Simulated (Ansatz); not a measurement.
# NaGe+ (singlet): the correlation ladder, aug-cc-pVDZ

An exercise on one series of results from a longer session: the logs are not shown, and one member is left open.

Program: Ansatz 0.2.0, Gaussian basis. Level of theory: aug-cc-pVDZ, core rule «outside noble gas», up to 19 orbitals frozen. These are calculated values, not measurements.

Plan: UHF; CCSD(T) on RHF; CCSD(T) on UHF; BCCD(T) on RHF; CISD; CCSDT(Q) on RHF; CCSDT(Q) on UHF; Full CI.

38 further runs of the same task are left out: 12 for a known fault of the program, 9 that didn't finish, 17 set aside as unsound or not needed.

## What is computed

The geometry is a PBE0/def2-TZVP stationary point (not a proven minimum) of the parent state, kept for this charge and spin. No spin-orbit coupling is included. The filled d shell of Ge may be among the frozen orbitals whatever the setting's name suggests; the logs give the count.

2 atoms, charge 1, spin multiplicity 1.

Atoms are counted from 1 here; the program's logs count them from 0.

Bond lengths: Ge1–Na2 2.818 Å.

The first run:

File in.yaml:

```yaml
crystal:
  periodic: [false, false, false]
  atoms:
    - {symbol: Ge, position_ang: [0.000000, 0.000000, 0.000000]}
    - {symbol: Na, position_ang: [0.000000, 0.000000, 2.818200]}
basis:
  gaussian: {orbitals: aug-cc-pVDZ}
total_charge: 1
magnetization: {spin_polarized: true, initial_magnetization: 0}
hamiltonian: {xc: hf}
output: {orbitals: {seedname: orbitals}}
```

Launch:

```bash
$ ansatz run in.yaml --threads 1 --pin off --events-out ev --progress --plain --max-ram 2393MiB
```

Among the steps run: UHF; CCSD(T) on RHF; CCSD(T) on UHF; BCCD(T) on RHF; CISD; CCSDT(Q) on RHF; CCSDT(Q) on UHF; Full CI.

One of the session's tables, all rows but one given; the rest of the session is left out.

```
   method  from FCI (meV)
      RHF         +2097.3
     RMP2          +696.2
     CISD          +144.1
    RCCSD           +65.0
 RCCSD(T)           +23.7
  BCCD(T)           +23.9
   RCCSDT               ?
RCCSDT(Q)            +4.8
      FCI               0
```

Estimate the missing values for RCCSDT.

**Answer.** from FCI (meV): +12.5. In the column «from FCI (meV)» it lies between RCCSDT(Q) (+4.8) and RCCSD(T) (+23.7).

Left out of the table: UHF, UMP2, UCCSD, UCCSD(T), UCCSDT, UCCSDT(Q) (another determinant or state than the rows shown).
